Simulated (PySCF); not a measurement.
# [ScF4]-: relaxation and vibrations of the singlet

Where does singlet [ScF4]- go from a PBE0 minimum start, is the end point a minimum, and what are its modes, charges and moments?

Method: PBE0, basis Sc def2-SVPD, F def2-SVPD, no relativity, density fitting; program: PySCF 2.14.0.

## 1. The system as given

5 atoms, charge -1, spin multiplicity 1.

Bond lengths: Sc1–F2 1.905 Å, Sc1–F3 1.905 Å, Sc1–F4 1.905 Å, Sc1–F5 1.905 Å. Angles: F2–Sc1–F3 109.5°, F2–Sc1–F4 109.4°, F2–Sc1–F5 109.5°, F3–Sc1–F4 109.5°, F3–Sc1–F5 109.4°, F4–Sc1–F5 109.5°.

```xyz
5
charge -1 multiplicity 1
Sc    0.0000    0.0000    0.0000
F     1.1015    1.0993    1.0993
F    -1.1015    1.0993   -1.0993
F     1.1015   -1.0993   -1.0993
F    -1.1015   -1.0993    1.0993
```

## 2. Finding the electronic state

One driver script runs all steps and calls PySCF; scf.py shows how it sets up the SCF of each step. The optimiser is the driver's own. After this first run the driver tries any further starts and a stability analysis.

scf.py

```python
from pyscf import gto, scf, dft
mol = gto.M(atom='''
Sc     0.000000     0.000000     0.000000
F      1.101450     1.099300     1.099300
F     -1.101450     1.099300    -1.099300
F      1.101450    -1.099300    -1.099300
F     -1.101450    -1.099300     1.099300''',
    basis={'Sc': 'def2-SVPD', 'F': 'def2-SVPD'},
    charge=-1, spin=0)
mf = dft.RKS(mol, xc='PBE0')
mf.grids.atom_grid = (50, 194)
aux = {'Sc': 'def2-universal-JKFIT', 'F': 'def2-universal-JKFIT'}
mf = mf.density_fit(auxbasis=aux)
mf.conv_tol = 1e-08
mf.diis_space = 10
mf.max_cycle = 60
mf.init_guess = 'minao'
mf.verbose = 4
mf.kernel()
```

Started as:

```console
> OMP_NUM_THREADS=4 python axn.py task.json out
```

The runs that follow: Relaxation: PBE0 minimum start, singlet; Is it a minimum? Harmonic modes.

What does the calculation give? Wanted: minimum; geometry; wavenumbers; dipole moment; highest occupied, lowest empty level; polar-tensor charge of Sc1; zero-point energy.

The runs gave:

```
                            quantity                                  value
                             minimum                            singlet, Td
                            geometry  Sc–F 1.905 Å (×4); F–Sc–F 109.5° (×6)
                  wavenumbers (cm⁻¹)  137 (e), 175 (t2), 562 (a1), 611 (t2)
      dipole moment (centre of mass)                                 0.00 D
highest occupied, lowest empty level                         -5.65, 3.56 eV
          polar-tensor charge of Sc1                                +2.36 e
                   zero-point energy                            19.1 kJ/mol
                 entropy at 298.15 K                        322.8 J/(mol K)
```

**Reading.** The PBE0 minimum start keeps its Td symmetry and ends in a minimum. In the infrared the band at 611 cm⁻¹ (t2, stretch) leads. Other starts or spin states, not run here, may lie lower. Whether spin polarisation would lower the closed shell was not checked.
